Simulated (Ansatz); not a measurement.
# C2F8Sn: the cost of one run

The runs use Ansatz 0.2.0, Gaussian basis; RKS PBE0-D4/def2-TZVP.

The runs, in order: relaxation at PBE-D4/def2-SVP; relaxation at PBE0-D4/def2-TZVP; harmonic vibrations at the same level.

2 further runs of the same task are left out: 1 for a known fault of the program, 1 set aside as unsound or not needed. Runs told in other sessions of the task aren't counted.

## Step 1: The system as given

SMILES `F[C](F)(F)[Sn]([F])([F])[C](F)(F)F`, 11 atoms, charge 0, spin multiplicity 1.

Atoms are counted from 1 here; the program's logs count them from 0.

Bond lengths: F1–C2 1.369 Å, C2–F3 1.395 Å, C2–F4 1.421 Å, C2–Sn5 2.160 Å, Sn5–F6 1.935 Å, Sn5–F7 1.969 Å, Sn5–C8 2.133 Å, C8–F9 1.406 Å, C8–F10 1.390 Å, C8–F11 1.333 Å. Angles: F1–C2–F3 111.2°, F1–C2–F4 109.9°, F1–C2–Sn5 108.4°, F3–C2–F4 110.6°, F3–C2–Sn5 109.6°, F4–C2–Sn5 107.1°, C2–Sn5–F6 109.2°, C2–Sn5–F7 109.0°, C2–Sn5–C8 109.6°, F6–Sn5–F7 109.9°, F6–Sn5–C8 111.1°, F7–Sn5–C8 108.1°, Sn5–C8–F9 107.3°, Sn5–C8–F10 110.1°, Sn5–C8–F11 110.4°, F9–C8–F10 106.5°, F9–C8–F11 110.3°, F10–C8–F11 112.0°.

As a file:

```
F    -2.0783   -0.1204    1.1237
C    -1.0719    0.8060    1.1869
F    -1.5840    2.1023    1.2518
F    -0.2402    0.5407    2.3077
Sn    0.1575    0.6010   -0.5777
F    -0.9038    1.0123   -2.1429
F     1.6737    1.8506   -0.4500
C     0.9382   -1.3812   -0.6785
F    -0.1580   -2.2621   -0.7026
F     1.6526   -1.6724    0.4781
F     1.6795   -1.5339   -1.7759
```

The start is a force-field geometry with small random shifts, so a cheaper pass at PBE-D4/def2-SVP comes first. Sn takes the def2 core potential; no spin-orbit term is included.

## Step 2: Optimising with PBE-D4/def2-SVP (cheap first pass)

in.yaml

```yaml
crystal:
  periodic: [false, false, false]
  atoms:
    - {symbol: F, position_ang: [-2.078300, -0.120400, 1.123700]}
    - {symbol: C, position_ang: [-1.071900, 0.806000, 1.186900]}
    - {symbol: F, position_ang: [-1.584000, 2.102300, 1.251800]}
    - {symbol: F, position_ang: [-0.240200, 0.540700, 2.307700]}
    - {symbol: Sn, position_ang: [0.157500, 0.601000, -0.577700]}
    - {symbol: F, position_ang: [-0.903800, 1.012300, -2.142900]}
    - {symbol: F, position_ang: [1.673700, 1.850600, -0.450000]}
    - {symbol: C, position_ang: [0.938200, -1.381200, -0.678500]}
    - {symbol: F, position_ang: [-0.158000, -2.262100, -0.702600]}
    - {symbol: F, position_ang: [1.652600, -1.672400, 0.478100]}
    - {symbol: F, position_ang: [1.679500, -1.533900, -1.775900]}
basis:
  gaussian: {orbitals: def2-SVP}
hamiltonian: {xc: pbe, dispersion: d4}
relax: {f_tol: 0.03, max_steps: 200}
```

The run is started by

```bash
$ ansatz run in.yaml --threads 4 --pin off --events-out ev --progress --plain --max-ram 66560MiB --backend cpu
```

What time and memory should one allow on 4 threads of AMD EPYC 7R13, shared host?

About 17 s, with a peak of 0.29 GiB.
